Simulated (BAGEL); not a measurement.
# HF/6-31G(d) (density fitting with qzvpp-jkfit, spherical functions) run of Si2H4ClF (SMILES F[SiH]([SiH3])Cl)

What is the vertical singlet–triplet gap of Si2H4ClF at HF/6-31G* (density fitting with qzvpp-jkfit, spherical functions)? 

Program for the calculation: BAGEL 1.2.2.

2 further runs of the same task are left out: 2 set aside as unsound or not needed. Runs told in other sessions of the task aren't counted.

### Step 1. Starting point

The species is Si2H4ClF (8 atoms), meant as a singlet with charge 0. As SMILES, `F[SiH]([SiH3])Cl`. Geometry: relaxed at PBE0-D4/def2-TZVP.

Bond lengths: F1–Si2 1.597 Å, Si2–Si3 2.339 Å, Si2–Cl4 2.049 Å, Si2–H5 1.481 Å, Si3–H6 1.487 Å, Si3–H7 1.486 Å, Si3–H8 1.485 Å. Some angles: F1–Si2–Si3 109.8°, F1–Si2–Cl4 107.9°, Si3–Si2–Cl4 109.0°, F1–Si2–H5 107.2°, Si3–Si2–H5 115.4°, Cl4–Si2–H5 107.3°, Si2–Si3–H6 110.0°, Si2–Si3–H7 108.3°, Si2–Si3–H8 109.2°, H6–Si3–H7 109.5°.

### Step 2. The energy at HF/6-31G(d) (density fitting with qzvpp-jkfit, spherical functions)

File calc.json:

```json
{ "bagel" : [

{
  "title" : "molecule",
  "basis" : "6-31gs.json",
  "df_basis" : "qzvpp-jkfit",
  "angstrom" : true,
  "geometry" : [
    { "atom" : "F", "xyz" : [      -1.329000,       1.796800,       0.161200 ] },
    { "atom" : "Si", "xyz" : [      -0.382900,       0.812800,      -0.667700 ] },
    { "atom" : "Si", "xyz" : [       0.539000,      -0.793000,       0.761300 ] },
    { "atom" : "Cl", "xyz" : [      -1.534100,      -0.130100,      -2.075900 ] },
    { "atom" : "H", "xyz" : [       0.596600,       1.655400,      -1.392300 ] },
    { "atom" : "H", "xyz" : [       1.355700,      -0.131100,       1.812300 ] },
    { "atom" : "H", "xyz" : [       1.403500,      -1.693800,      -0.044400 ] },
    { "atom" : "H", "xyz" : [      -0.556600,      -1.574100,       1.389600 ] }
  ]
},

{ "title" : "hf", "charge" : 0 },

{ "title" : "print", "file" : "orbitals.molden", "orbitals" : true }

]}
```

The basis set 6-31G* is read from a file made from the Basis Set Exchange's data (not shown).

On the command line:

```
$ BAGEL_NUM_THREADS=1 BAGEL calc.json > calc.out
```

What it wrote:

```text
* using 1 threads per process

  ===============================================================
  ===============================================================

  *** Geometry ***

  { "atom" : "F", "xyz" : [     -2.511446,      3.395460,      0.304624 ] },
  { "atom" : "Si", "xyz" : [     -0.723576,      1.535969,     -1.261770 ] },
  { "atom" : "Si", "xyz" : [      1.018562,     -1.498553,      1.438648 ] },
  { "atom" : "Cl", "xyz" : [     -2.899029,     -0.245853,     -3.922882 ] },
  { "atom" : "H", "xyz" : [      1.127411,      3.128253,     -2.631066 ] },
  { "atom" : "H", "xyz" : [      2.561902,     -0.247743,      3.424751 ] },
  { "atom" : "H", "xyz" : [      2.652231,     -3.200818,     -0.083904 ] },
  { "atom" : "H", "xyz" : [     -1.051822,     -2.974618,      2.625963 ] },

  Number of auxiliary basis functions:      533

  Since a DF basis is specified, we compute 2- and 3-index integrals:
    o Being stored without compression. Storage requirement is 0.025 GB

  Number of basis functions:       76
  Number of electrons      :       58

    * METHOD: MOLECULE                             0.24

  *** RHF ***

  === Nuclear Repulsion ===
   276.2049934957

      * DIIS with orbital gradients will be used.

  === RHF iteration (6-31gs.json) ===
      0      -1139.02196254          0.01691316           0.07
      1      -1139.13304066          0.01057944           0.06
      2      -1139.18143229          0.00130196           0.07
      3      -1139.18282440          0.00030192           0.06
      4      -1139.18290794          0.00005950           0.06
      5      -1139.18291208          0.00001090           0.06
      6      -1139.18291225          0.00000294           0.06
      7      -1139.18291226          0.00000079           0.06
      8      -1139.18291226          0.00000025           0.07
      9      -1139.18291226          0.00000008           0.07
     10      -1139.18291226          0.00000003           0.06
     11      -1139.18291226          0.00000001           0.06
    * SCF iteration converged.

    * Permanent dipole moment:
           (   -0.774579,     0.149240,    -0.303872) a.u.

    * METHOD: HF                                   0.92

    * METHOD: PRINT                                0.01

  ===============================================================
```

It took 1.3 s on 1 thread of Intel Xeon 6975P-C (Granite Rapids), shared host.

### Step 3. The triplet, same level

File job.json:

```json
{ "bagel": [

{
  "title": "molecule",
  "basis": "6-31gs.json",
  "df_basis": "qzvpp-jkfit",
  "angstrom": "true",
  "geometry": [
    { "atom": "F", "xyz": [   -1.329000,    1.796800,    0.161200 ] },
    { "atom": "Si", "xyz": [   -0.382900,    0.812800,   -0.667700 ] },
    { "atom": "Si", "xyz": [    0.539000,   -0.793000,    0.761300 ] },
    { "atom": "Cl", "xyz": [   -1.534100,   -0.130100,   -2.075900 ] },
    { "atom": "H", "xyz": [    0.596600,    1.655400,   -1.392300 ] },
    { "atom": "H", "xyz": [    1.355700,   -0.131100,    1.812300 ] },
    { "atom": "H", "xyz": [    1.403500,   -1.693800,   -0.044400 ] },
    { "atom": "H", "xyz": [   -0.556600,   -1.574100,    1.389600 ] }
  ]
},
{
  "title": "uhf",
  "nopen": 2
},
{
  "title": "print",
  "file": "orbitals.molden",
  "orbitals": "true"
}

]}
```

The basis set 6-31G* is read from a file made from the Basis Set Exchange's data (not shown).

On the command line:

```
$ BAGEL_NUM_THREADS=1 BAGEL job.json > job.out
```

What it wrote:

```text
* using 1 threads per process

  ===============================================================
  ===============================================================

  *** Geometry ***

  { "atom" : "F", "xyz" : [     -2.511446,      3.395460,      0.304624 ] },
  { "atom" : "Si", "xyz" : [     -0.723576,      1.535969,     -1.261770 ] },
  { "atom" : "Si", "xyz" : [      1.018562,     -1.498553,      1.438648 ] },
  { "atom" : "Cl", "xyz" : [     -2.899029,     -0.245853,     -3.922882 ] },
  { "atom" : "H", "xyz" : [      1.127411,      3.128253,     -2.631066 ] },
  { "atom" : "H", "xyz" : [      2.561902,     -0.247743,      3.424751 ] },
  { "atom" : "H", "xyz" : [      2.652231,     -3.200818,     -0.083904 ] },
  { "atom" : "H", "xyz" : [     -1.051822,     -2.974618,      2.625963 ] },

  Number of auxiliary basis functions:      533

  Since a DF basis is specified, we compute 2- and 3-index integrals:
    o Being stored without compression. Storage requirement is 0.025 GB

  Number of basis functions:       76
  Number of electrons      :       58

    * METHOD: MOLECULE                             0.23

  *** Open-shell HF ***

  === Nuclear Repulsion ===
   276.2049934957

      * DIIS with orbital gradients will be used.

  === UHF iteration (6-31gs.json) ===
      0      -1138.71347052          0.03478939           0.13
      1      -1138.84111564          0.02603352           0.12
      2      -1138.89287101          0.01687403           0.13
      3      -1138.92837185          0.00167906           0.12
      4      -1138.93174913          0.00091456           0.12
      5      -1138.93326287          0.00051866           0.12
      6      -1138.93426467          0.00030382           0.13
      7      -1138.93477131          0.00024354           0.12
      8      -1138.93530384          0.00018430           0.13
      9      -1138.93569935          0.00013633           0.12
[... 39 lines of this table left out ...]
     49      -1138.93632521          0.00000002           0.13
     50      -1138.93632521          0.00000002           0.13
     51      -1138.93632521          0.00000001           0.12
     52      -1138.93632521          0.00000001           0.13
    * SCF iteration converged.

    * S^2 (UHF) is 2.0082

    * Permanent dipole moment:
           (   -0.879118,     0.548463,    -0.407619) a.u.

    * METHOD: UHF                                  6.95

    * METHOD: PRINT                                0.01

  ===============================================================
```

It took 7.5 s on 1 thread of Intel Xeon 6975P-C (Granite Rapids), shared host.

### Step 4. Results

At HF/6-31G* (density fitting with qzvpp-jkfit, spherical functions):

```
                                        quantity           value
                           singlet: total energy  -1139.18291 Eh
                          singlet: dipole moment          2.15 D
                            singlet: HOMO energy       -11.32 eV
                            singlet: LUMO energy         2.95 eV
                          singlet: HOMO–LUMO gap        14.27 eV
                           triplet: total energy  -1138.93633 Eh
                          triplet: dipole moment          2.83 D
                                   triplet: ⟨S²⟩           2.008
vertical energy of the triplet above the singlet        6.710 eV
```

At this shape the triplet lies 6.71 eV (647 kJ/mol) above the singlet.
